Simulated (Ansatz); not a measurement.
**TiGa3: further runs on the relaxed cell**

One table from this session's results is given with a row withheld; the runs are named, their logs left out.

Program: Ansatz 0.2.0. Level of theory: DFT PBEsol, scalar-relativistic, plane waves, PAW. These are calculated values, not measurements.

1 further run of the same task is left out (set aside as unsound or not needed).

## The structure to begin with

The structure is tetragonal, space group I4/mmm (No. 139). The conventional cell has a = 3.746 Å, b = 3.746 Å, c = 8.676 Å, α = 90.00°, β = 90.00°, γ = 90.00°. Ti (site symmetry 4/mmm) has 12 Ga at 2.65 to 2.87 Å in its first shell of neighbours. Around Ga (site symmetry 4/mmm) lie 4 Ti at 2.65 Å and 8 Ga at 2.87 Å. Ga (site symmetry -4m2) is surrounded by 8 Ga at 2.65 to 2.87 Å and 4 Ti at 2.87 Å.

Structure file:

```cif
data_structure
_symmetry_space_group_name_H-M 'P 1'
_symmetry_Int_Tables_number 1
_cell_length_a 5.0828
_cell_length_b 5.0828
_cell_length_c 5.0828
_cell_angle_alpha 136.759
_cell_angle_beta 136.759
_cell_angle_gamma 62.809
_cell_volume 60.86
loop_
_atom_site_label
_atom_site_type_symbol
_atom_site_fract_x
_atom_site_fract_y
_atom_site_fract_z
_atom_site_occupancy
Ti1 Ti 0.00000 0.00000 0.00000 1
Ga1 Ga 0.50000 0.50000 0.00000 1
Ga2 Ga 0.75000 0.25000 0.50000 1
Ga3 Ga 0.25000 0.75000 0.50000 1
```

It is the result of an earlier relaxation at this level (volume 15.22 Å³/atom; gap on the mesh: none (metal)).

The first run:

input.yaml reads:

```yaml
crystal:
  lattice:
    - [-1.8727788638, 1.8727788638, 4.3382061907]
    - [1.8727788638, -1.8727788638, 4.3382061907]
    - [1.8727788638, 1.8727788638, -4.3382061907]
  atoms:
    - { symbol: Ti, position: [0.0, 0.0, 0.0] }
    - { symbol: Ga, position: [0.5, 0.5, 0.0] }
    - { symbol: Ga, position: [0.75, 0.25, 0.5] }
    - { symbol: Ga, position: [0.25, 0.75, 0.5] }
basis:
  ecutwfc: 420
kpoints:
  mp_grid: { grid: [16, 16, 16] }
  band_path:
    path:
      - [[0.0, 0.0, 0.0], [0.0, 0.0, 0.5], [0.25, 0.25, 0.25], [0.0, 0.5, 0.0], [0.0, 0.0, 0.0], [0.5, 0.5, -0.5], [0.29658999, 0.70341001, -0.29658999]]
      - [[-0.29658999, 0.29658999, 0.29658999], [0.0, 0.0, 0.0]]
      - [[0.0, 0.0, 0.5], [-0.09317998, 0.09317998, 0.5]]
      - [[0.5, 0.5, -0.09317998], [0.5, 0.5, -0.5]]
    npoints: 14
hamiltonian:
  xc: pbesol
scf:
  occupations: { method: gaussian, width: 0.1 }
  n_extra_bands: 10
output:
  forces: true
  stress: true
  eigenvalues: true
  populations: true
  dos: { projected: true, de: 0.02, nscf_kmesh: { grid: [24, 24, 24] } }
  bader: true
  write_density: true
  write_potential: true
  elf: true
  volumetric_format: npy
```

Started as:

```console
> ansatz run input.yaml --threads 1 --pin off --max-ram 2560MiB --backend cpu --events-out ev --progress --plain --runs-dir out
```

Among the steps run: Electronic structure at the relaxed geometry; Back to the database's cell; Point at V/V0 = 0.97; Volume × 1.03; Point at V/V0 = 0.94; Point at V/V0 = 1.06; The cell scaled to 0.91 of its volume; Point at V/V0 = 1.10; Point at V/V0 = 0.88.

One of the session's tables, all rows but one given; the rest of the session is left out.

It belongs to the step «Fit of the equation of state». 

| volume (Å³/atom) | energy above the lowest point (meV/atom) | pressure (GPa) |
| --- | --- | --- |
| 13.390 | 97.6 | 19.28 |
| 13.846 | 51.6 | 13.19 |
| 14.302 | 21.6 | 8.04 |
| 14.759 | 5.1 | 3.68 |
| 15.215 | 0.0 | 0.00 |
| 15.672 | ? | ? |
| 16.128 | 17.3 | -5.74 |
| 16.737 | 44.8 | -8.61 |

**Question.** Estimate the row for volume (Å³/atom) = 15.672.

Worked estimate for «energy above the lowest point (meV/atom)». A straight line through the neighbours (15.215, 0.0) and (16.128, 17.3) gives 0.0 + (17.3 − 0.0) × (15.672 − 15.215) / (16.128 − 15.215) = 8.7; a parabola fitted to 4 rows on both sides gives 4.7.

**Answer.** energy above the lowest point (meV/atom): 4.6; pressure (GPa): -3.11. In «energy above the lowest point (meV/atom)» the line misses by +4.1 and the parabola by +0.1.
